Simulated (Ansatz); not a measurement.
# C: the cost of one run

Computed with Ansatz 0.2.0 (DFT r2SCAN, scalar-relativistic, plane waves, PAW, unless a step's input says otherwise).

4 further runs of the same task are left out: 3 that didn't finish, 1 set aside as unsound or not needed.

**1. Starting point**

The structure is trigonal, space group R-3m (No. 166). Conventional cell: a = 2.460 Å, b = 2.460 Å, c = 53.500 Å, α = 90.00°, β = 90.00°, γ = 120.00°. C (site symmetry 3m) has 3 C at 1.42 Å as nearest neighbours.

As a file:

```
CELL_PARAMETERS angstrom
1.23000 0.71014 17.83333
-1.23000 0.71014 17.83333
0.00000 -1.42028 17.83333
ATOMIC_POSITIONS crystal
C 0.23900 0.23900 0.23900
C 0.76100 0.76100 0.76100
C 0.09400 0.09400 0.09400
C 0.90600 0.90600 0.90600
C 0.03100 0.03100 0.03100
C 0.96900 0.96900 0.96900
C 0.36500 0.36500 0.36500
C 0.63500 0.63500 0.63500
```

Source of the structure: the Crystallography Open Database.

(A quick probe on a coarse mesh, which set the mesh and smearing, is not shown.)

**3. Rough relaxation on the coarse mesh**

File input.yaml:

```yaml
crystal:
  lattice:
    - [1.2299994602, 0.7101405194, 17.83333]
    - [-1.2299994602, 0.7101405194, 17.83333]
    - [0.0, -1.4202810389, 17.83333]
  atoms:
    - { symbol: C, position: [0.239, 0.239, 0.239] }
    - { symbol: C, position: [0.761, 0.761, 0.761] }
    - { symbol: C, position: [0.094, 0.094, 0.094] }
    - { symbol: C, position: [0.906, 0.906, 0.906] }
    - { symbol: C, position: [0.031, 0.031, 0.031] }
    - { symbol: C, position: [0.969, 0.969, 0.969] }
    - { symbol: C, position: [0.365, 0.365, 0.365] }
    - { symbol: C, position: [0.635, 0.635, 0.635] }
basis:
  ecutwfc: 500
kpoints:
  mp_grid: { grid: [12, 12, 12] }
hamiltonian:
  xc: r2scan
scf:
  occupations: { method: gaussian, width: 0.1 }
output:
  forces: true
  stress: true
  eigenvalues: true
relax:
  adjacent_minimum: "off"
  f_tol: 0.05
  max_steps: 80
  cell: { stress_tol: 0.5 }
```

Launch:

```sh
$ ansatz run input.yaml --threads 1 --pin off --max-ram 2560MiB --backend cpu --events-out ev --progress --plain --runs-dir out
```

What time and memory should one allow on 1 thread of Intel Xeon 6975P-C (Granite Rapids), shared host?

About 2.2 min, with a peak of 0.84 GiB.
